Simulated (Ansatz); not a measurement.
**BrGaH₃N: up Jacob's ladder to CCSD(T)**

Aim: compute BrGaH₃N with functionals from several rungs and with coupled cluster. The yardstick is the atomisation energy at the CCSD(T) limit.

The runs use Ansatz 0.2.0, Gaussian basis; functionals in def2-TZVPP, the program's frozen cores in correlated methods.

Plan: LDA (SPW92), PBE-D4, revPBE-D4, BLYP-D4, r2SCAN-D4, B97M-V, PBE0-D4, B3LYP-D4, r2SCANh-D4, r2SCAN0-D4, HSE06-D4, BHLYP-D4, CAM-B3LYP-D4, LC-ωPBE, ωB97X-V, ωB97M-V, B2PLYP, PBE-QIDH; CCSD(T)/def2-SVP; CCSD(T)/def2-TZVPP; MP2/def2-QZVPP; extrapolation to the limit; RPA on PBE.

1 further run of the same task is left out (it didn't finish).

**1. The relaxed structure**

An earlier PBE0-D4 in a triple-zeta def2 set relaxation fixed the geometry.

6 atoms, charge 0, spin multiplicity 1.

Atoms are counted from 1 here; the program's logs count them from 0.

Bond lengths: N1–Ga2 1.800 Å, N1–H4 1.005 Å, N1–H5 1.006 Å, Ga2–Br3 2.293 Å, Ga2–H6 1.547 Å. Angles: Ga2–N1–H4 124.2°, Ga2–N1–H5 123.0°, H4–N1–H5 112.9°, N1–Ga2–Br3 113.9°, N1–Ga2–H6 125.6°, Br3–Ga2–H6 120.5°.

Coordinates:

| atom | x (Å) | y (Å) | z (Å) |
| --- | --- | --- | --- |
| N1 | -0.5778 | 0.2176 | -0.8237 |
| Ga2 | 0.3496 | 0.0518 | 0.7103 |
| Br3 | 1.6052 | -1.8634 | 0.8333 |
| H4 | -1.1770 | 0.9953 | -1.0397 |
| H5 | -0.5472 | -0.4682 | -1.5584 |
| H6 | 0.3473 | 1.0669 | 1.8781 |

**2. LDA**

This LDA is Slater exchange with PW92 correlation.

The input, in.yaml:

```yaml
crystal:
  periodic: [false, false, false]
  atoms:
    - {symbol: N, position_ang: [-0.577848, 0.217616, -0.823659]}
    - {symbol: Ga, position_ang: [0.349640, 0.051816, 0.710341]}
    - {symbol: Br, position_ang: [1.605202, -1.863440, 0.833341]}
    - {symbol: H, position_ang: [-1.177025, 0.995342, -1.039719]}
    - {symbol: H, position_ang: [-0.547240, -0.468176, -1.558383]}
    - {symbol: H, position_ang: [0.347260, 1.066852, 1.878079]}
basis:
  gaussian: {orbitals: def2-TZVPP}
hamiltonian: {xc: lda}
output: {orbitals: {seedname: orbitals}}
```

Further steps of the session: PBE-D4 (GGA); revPBE-D4 (GGA); BLYP-D4 (GGA); r2SCAN-D4 (meta-GGA); B97M-V (meta-GGA); PBE0-D4 (hybrid); B3LYP-D4 (hybrid); r2SCANh-D4 (hybrid); r2SCAN0-D4 (hybrid); HSE06-D4 (hybrid); BHLYP-D4 (hybrid); CAM-B3LYP-D4 (range-separated); LC-ωPBE (range-separated); ωB97X-V (range-separated); ωB97M-V (range-separated); B2PLYP (double hybrid); PBE-QIDH (double hybrid); CCSD(T) in def2-SVP; CCSD(T) in def2-TZVPP; MP2 in def2-QZVPP; RPA on PBE orbitals.

Q: Predict the results of all the runs planned. Wanted: atomisation energy, CCSD(T)/CBS; farthest beyond LDA; mean size of error, GGA; mean size of error, meta-GGA; mean size of error, hybrid; mean size of error, range-separated; mean size of error, double hybrid; gap, smallest and largest; T1 diagnostic.

The runs gave:

| quantity | value |
| --- | --- |
| atomisation energy, CCSD(T)/CBS | 1726.0 kJ/mol |
| functionals within 17.3 kJ/mol (1.0 %) | PBE-D4, r2SCAN-D4, ωB97X-V |
| farthest beyond LDA | BHLYP-D4 (-75.1 kJ/mol) |
| mean size of error, GGA | 31.5 kJ/mol |
| mean size of error, meta-GGA | 17.0 kJ/mol |
| mean size of error, hybrid | 39.7 kJ/mol |
| mean size of error, range-separated | 18.1 kJ/mol |
| mean size of error, double hybrid | 34.3 kJ/mol |
| gap, smallest and largest | 4.71 eV (LDA (SPW92)), 11.77 eV (LC-ωPBE) |
| T1 diagnostic | 0.0112 |
| triples share of the correlation energy | 3.6 % |

What this shows: LDA overbinds by 233.6 kJ/mol (14 %). PBE-D4 misses by -2.7 kJ/mol. Double hybrids carry the basis error of their MP2 part in triple zeta, and no dispersion term here, so their miss is partly the set-up's. Taken by rung, meta-GGA functionals do best (17.0 kJ/mol on average) and hybrid ones worst beyond LDA (39.7 kJ/mol). The gap between the best rungs is small, so their order is not settled. The mean of the hybrids holds BHLYP, with half exact exchange. Misses under about 17.3 kJ/mol are within the doubt on the reference itself, which lacks core-valence correlation, relativity and higher excitations, and its outer-core shells are covered unevenly. All levels share the lack of spin-orbit coupling, which lowers the free heavy atoms and so the true binding. Hartree-Fock recovers 68 % of the binding; the rest is correlation. CCSD(T) in def2-SVP is off by -141.6 kJ/mol, so the small basis spoils what the method gains. Orbital gaps span 4.7 to 11.8 eV; exact exchange widens them. Correlated methods include outer-core shells of Br, Ga, which these sets cover unevenly.
